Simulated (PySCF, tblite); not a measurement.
# C9H9P: geometry, infrared bands and NMR shifts

What infrared bands and NMR shifts should C9H9P (`Cc1cc2ccccc2[pH]1`) show?

Computed with tblite 0.8.0 and PySCF 2.14.0, with density-fitted response routines of our own, on a single molecule in the gas phase. Atoms are numbered from 0 throughout.

## Step 1: Starting geometry

19 atoms, charge 0, multiplicity 1; geometry from: force field or distance geometry start.

Bonds of the start (Å): C0–C1 1.49, C1–C2 1.35, C2–C3 1.35, C3–C4 1.42, C4–C5 1.38, C5–C6 1.37, C6–C7 1.40, C7–C8 1.37, C8–P9 1.72, P9–C1 1.84, C8–C3 1.36, C0–H10 1.12, C0–H11 1.12, C0–H12 1.10, C2–H13 1.12, C4–H14 1.07, C5–H15 1.09, C6–H16 1.07, C7–H17 1.09, P9–H18 1.44.

## Step 2: Relaxing the molecule with GFN2-xTB

The job: settings as JSON, then the geometry in Å.

```
{"job": {"kind": "relax", "xc": "GFN2-xTB", "basis": "xTB"}, "charge": 0, "multiplicity": 1}
C      3.400000    -0.017200     0.032900
C      1.917000    -0.055100    -0.103400
C      1.009900     0.232000     0.851100
C     -0.305900     0.144300     0.541200
C     -1.412200     0.397700     1.397400
C     -2.702400     0.247800     0.924500
C     -3.023400    -0.153200    -0.350400
C     -1.921100    -0.412500    -1.177200
C     -0.639400    -0.267300    -0.710700
P      0.853000    -0.521100    -1.530700
H      3.674400     0.802700     0.741600
H      3.792800     0.188700    -0.996000
H      3.791000    -1.000900     0.313900
H      1.355100     0.559300     1.865400
H     -1.296600     0.730300     2.407700
H     -3.511900     0.462700     1.620700
H     -4.029600    -0.271300    -0.706100
H     -2.098700    -0.745900    -2.199500
H      1.138000    -0.311600    -2.930000
```

Command:

```console
$ OMP_NUM_THREADS=1 python probes_run.py task.json out
```

The driver reads the jobs from task.json and runs them one after another.

**Question.** This job is followed by: GFN2-xTB harmonic vibrations, gas phase; GIAO PBE0/pcSseg-1 NMR shielding, non-relativistic, gas phase. Predict these results of the whole session: strongest single infrared mode (GFN2-xTB); zero-point energy (GFN2-xTB); ¹³C shifts against TMS (PBE0/pcSseg-1); ¹H shifts against TMS (PBE0/pcSseg-1, means over atoms taken as alike); ³¹P shifts against H3PO4 (PBE0/pcSseg-1).

As calculated:

```
                                                              quantity                                                             value
                             strongest single infrared mode (GFN2-xTB)                                             2225 cm⁻¹, 141 km/mol
                                          zero-point energy (GFN2-xTB)                                                     91.5 kcal/mol
                                ¹³C shifts against TMS (PBE0/pcSseg-1)  155.8, 153.9, 147.5, 143.5, 135.7, 133.1, 129.7, 127.9, 21.9 ppm
¹H shifts against TMS (PBE0/pcSseg-1, means over atoms taken as alike)                      7.97, 7.74, 7.61, 7.42, 7.29, 5.09, 2.52 ppm
                              ³¹P shifts against H3PO4 (PBE0/pcSseg-1)                                                         -73.1 ppm
```

**Reading.** The optimisation took 114 steps and gained 1.647 eV; among the close pairs (by a distance rule), C8–P9 changed most, from 1.722 to 1.820 Å. All 51 modes are real, so the xTB geometry is a minimum. The strongest single mode, at 2225 cm⁻¹, moves mainly H18. GFN2-xTB is a fitted tight-binding method: band positions and strengths are rough. Its intensities can rank the bands wrongly. NICS(1)zz of -28 ppm above the planar ring from C3 marks a diatropic (aromatic) ring current.
